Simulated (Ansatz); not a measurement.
# BHOSSe: the cost of one run

Program: Ansatz 0.2.0. Level of theory: RKS PBE0/def2-SVP. These are calculated values, not measurements.

### Step 1. Starting point

Bond lengths: S1–B2 1.620 Å, B2–O3 1.278 Å, O3–Se4 1.870 Å, Se4–H5 1.455 Å. Angles: S1–B2–O3 172.8°, B2–O3–Se4 137.6°, O3–Se4–H5 89.7°.

Structure file:

```xyz
5

S    -0.5911   -2.3402    1.4880
B    -0.2811   -1.0261    0.5934
O    -0.1477   -0.0440   -0.2141
Se    0.8627    1.5253   -0.3233
H     0.1572    1.8850   -1.5441
```

### Step 2. End point A

Input file input.yaml:

```yaml
crystal:
  periodic: [false, false, false]
  atoms:
    - { symbol: S, position_ang: [-0.5911, -2.34021, 1.48803] }
    - { symbol: B, position_ang: [-0.28114, -1.02607, 0.59341] }
    - { symbol: O, position_ang: [-0.14768, -0.04404, -0.21406] }
    - { symbol: Se, position_ang: [0.86268, 1.52528, -0.32329] }
    - { symbol: H, position_ang: [0.15724, 1.88503, -1.54409] }
basis:
  gaussian: { orbitals: def2-SVP }
hamiltonian:
  xc: pbe0
relax:
  f_tol: 0.015
  max_steps: 40
```

On the command line:

```console
$ ansatz run input.yaml --threads 1 --pin off --max-ram 2048MiB --backend cpu --events-out ev --progress --plain --runs-dir out
```

Q: Estimate wall time and peak memory on 1 thread of an Arm CPU, shared host.

About 72 s, with a peak of 0.17 GiB.
